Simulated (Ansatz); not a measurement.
Which YAML input does this script hand to the engine? (Ansatz 0.2.0 through its Python package)

`energy_brgeh5si.py`
```python
"""Single point of BrGeH5Si."""

import logging
import sys

import ansatz as az

logging.basicConfig(stream=sys.stdout, format="%(name)s: %(message)s")
log = logging.getLogger("run")
log.setLevel(logging.INFO)


def main() -> None:
    system = (
        az.Crystal.molecule()
        .atom("Ge", (-0.6746, 0.8061, -0.3832))
        .atom("Si", (0.5386, -0.9462, 0.3319))
        .atom("Br", (2.5208, -0.2024, 1.0212))
        .atom("H", (-2.0319, 0.3554, -0.8818))
        .atom("H", (0.0123, 1.5485, -1.5823))
        .atom("H", (-0.915, 1.8672, 0.772))
        .atom("H", (-0.1238, -1.61, 1.4477))
        .atom("H", (0.7658, -1.8758, -0.7813))
    )

    setup = system.calculation()
    setup = setup.basis(gaussian="def2-SVP")
    setup = setup.functional("r2scan0")
    try:
        report = setup.run(threads=1, backend="cpu").report
    except az.AnsatzError as error:
        sys.exit(f"{type(error).__name__}: {error}")

    log.info("reference energy %16.6f eV" % report["reference_energy_ev"])
    log.info("total energy     %16.6f eV" % report["free_energy_ev"])
    print("occupied orbitals outside the frozen core (up, down):", report["n_occupied"], " frozen:", report["n_frozen"], " virtual:", report["n_virtual"])

    field = report["mean_field"]
    print("<S^2> =", round(abs(field["state"]["spin_squared"]), 4), " all-electron relativity setting:", field["relativity"])
    print("passes:", field["passes"])
    if "symmetry" in field:
        print("occupied orbitals by irrep:", field["symmetry"]["occupied"])


if __name__ == "__main__":
    main()
```

```console
$ python energy_brgeh5si.py
run: reference energy   -134504.735976 eV
run: total energy       -134504.735976 eV
occupied orbitals outside the frozen core (up, down): [43, 43]  frozen: 0  virtual: [64, 64]
<S^2> = 0.0  all-electron relativity setting: none
passes: {'evaluations': 13, 'products': 11}
occupied orbitals by irrep: [{'A': 43}, {'A': 43}]
```

`input.yaml`:
```yaml
crystal:
  periodic: [false, false, false]
  atoms:
    - { symbol: Ge, position_ang: [-0.6746, 0.8061, -0.3832] }
    - { symbol: Si, position_ang: [0.5386, -0.9462, 0.3319] }
    - { symbol: Br, position_ang: [2.5208, -0.2024, 1.0212] }
    - { symbol: H, position_ang: [-2.0319, 0.3554, -0.8818] }
    - { symbol: H, position_ang: [0.0123, 1.5485, -1.5823] }
    - { symbol: H, position_ang: [-0.915, 1.8672, 0.772] }
    - { symbol: H, position_ang: [-0.1238, -1.61, 1.4477] }
    - { symbol: H, position_ang: [0.7658, -1.8758, -0.7813] }
basis:
  gaussian: { orbitals: def2-SVP }
hamiltonian:
  xc: r2scan0
```

On the command line:
```console
$ ansatz run input.yaml --threads 1 --pin off --max-ram 4096MiB --backend cpu --events-out ev --progress --plain --runs-dir out
Engine: ansatz 0.2.0, aarch64-unknown-linux-gnu
Functional definition: r2SCAN0
  parameter a = 0.25
  parameter k0 = 0.174
  parameter k1 = 0.065
  parameter a1 = 4.9479
  exchange = (1 - a)*r2scan_x(k0 = k0, k1 = k1, a1 = a1) + a*exact_x
  correlation = r2scan_c
1040 factors; integrals over basis functions are off by at most 1.3e-3 eV
mean field evaluation 1: about -134504.4863 eV, gradient 1.2e1 eV
mean field evaluation 2: about -134504.6451 eV, gradient 8.0e0 eV
mean field evaluation 4: about -134504.7063 eV, gradient 2.4e-1 eV
mean field evaluation 8: about -134504.7360 eV, gradient 3.0e-2 eV
mean field -134504.73596797 eV, -4942.9578762384 hartree, gradient 6.1e-5 eV, S^2 0.000000; 0 other end points of the search recorded, 0 dependent functions left out
reference -134504.73597584 eV, -4942.9578765275 hartree; 43, 43 occupied and 64, 64 virtual orbitals, 1040 factors
Total energy: -134504.73597584 eV, -4942.9578765275 hartree
```

Reading the output:
- Total energies depend on the basis set; only differences at equal settings carry meaning.
- The geometry is a force-field or estimated start, not a minimum of this method, and the basis set is short of its limit.
- Wall time of the script: 14 s on 1 thread of Arm Neoverse N1, on a shared host, peak memory 0.32 GiB.
